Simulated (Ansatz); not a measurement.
# C2H3NOSe: up Jacob's ladder to CCSD(T)

An exercise on one series of results from a longer session: the logs are not shown, and one member is left open.

The runs use Ansatz 0.2.0, Gaussian basis; functionals in def2-TZVPP, the program's frozen cores in correlated methods.

Levels to be run: PBE-D4, r2SCAN-D4, PBE0-D4, B3LYP-D4, ωB97X-V, ωB97M-V, B2PLYP; CCSD(T)/def2-TZVPP; MP2/def2-QZVPP; extrapolation to the limit.

## The geometry

All runs share one geometry, relaxed beforehand with PBE0-D4 in a triple-zeta def2 set.

SMILES `N=C1OC[Se]1`, 8 atoms, charge 0, spin multiplicity 1.

Atoms are counted from 1 here; the program's logs count them from 0.

Bond lengths: N1–C2 1.241 Å, N1–H6 1.012 Å, C2–O3 1.355 Å, C2–Se5 1.945 Å, O3–C4 1.423 Å, C4–Se5 1.958 Å, C4–H7 1.089 Å, C4–H8 1.089 Å. Angles: C2–N1–H6 113.9°, N1–C2–O3 124.2°, N1–C2–Se5 139.1°, O3–C2–Se5 96.7°, C2–O3–C4 102.2°, O3–C4–Se5 93.8°, O3–C4–H7 111.2°, O3–C4–H8 111.2°, Se5–C4–H7 113.6°, Se5–C4–H8 113.6°, H7–C4–H8 112.2°, C2–Se5–C4 67.3°.

Geometry (Å):

```xyz
8

N    -0.05813    1.46052    1.46484
C    -0.03444    0.65155    0.52379
O     0.19609   -0.67608    0.66674
C     0.11856   -1.14130   -0.67609
Se   -0.25174    0.63652   -1.40906
H    -0.24433    2.41376    1.18047
H     1.06951   -1.55802   -1.00399
H    -0.70332   -1.84416   -0.80249
```

Set-up of the first run:

The input, in.yaml:

```yaml
crystal:
  periodic: [false, false, false]
  atoms:
    - {symbol: N, position_ang: [-0.058130, 1.460524, 1.464843]}
    - {symbol: C, position_ang: [-0.034437, 0.651550, 0.523787]}
    - {symbol: O, position_ang: [0.196088, -0.676081, 0.666737]}
    - {symbol: C, position_ang: [0.118563, -1.141299, -0.676092]}
    - {symbol: Se, position_ang: [-0.251741, 0.636522, -1.409062]}
    - {symbol: H, position_ang: [-0.244335, 2.413760, 1.180472]}
    - {symbol: H, position_ang: [1.069515, -1.558019, -1.003992]}
    - {symbol: H, position_ang: [-0.703325, -1.844156, -0.802492]}
basis:
  gaussian: {orbitals: def2-TZVPP}
hamiltonian: {xc: pbe, dispersion: d4}
output: {forces: true, orbitals: {seedname: orbitals}}
```

Started as:

```
$ ansatz run in.yaml --threads 4 --pin off --events-out ev --progress --plain --max-ram 10444MiB
```

Steps of the session up to this table: PBE-D4 (GGA); r2SCAN-D4 (meta-GGA); PBE0-D4 (hybrid); B3LYP-D4 (hybrid); ωB97X-V (range-separated); ωB97M-V (range-separated); B2PLYP (double hybrid); CCSD(T) in def2-TZVPP; MP2 in def2-QZVPP.

One of the session's tables, all rows but one given; the rest of the session is left out.

| method | atomisation energy (kJ/mol) |
| --- | --- |
| PBE-D4 | 3282.7 |
| r2SCAN-D4 | 3131.4 |
| PBE0-D4 | 3149.0 |
| B3LYP-D4 | 3111.8 |
| ωB97X-V | ? |
| ωB97M-V | 3114.8 |
| B2PLYP | 3074.8 |
| HF/def2-TZVPP | 1946.8 |
| MP2/def2-TZVPP | 3105.1 |
| CCSD/def2-TZVPP | 2912.0 |
| CCSD(T)/def2-TZVPP | 2998.8 |
| MP2/CBS | 3210.3 |
| CCSD(T)/CBS | 3103.9 |

**Question.** Estimate the row for ωB97X-V.

The run gave: atomisation energy (kJ/mol): 3122.1. In the column «atomisation energy (kJ/mol)» it lies between ωB97M-V (3114.8) and r2SCAN-D4 (3131.4).

Limits of these values: Free atoms (1 N, 2 C, 1 O, 1 Se, 3 H) were run apart at each level; the atomisation energy is their sum less the molecule, without zero-point or spin-orbit terms.
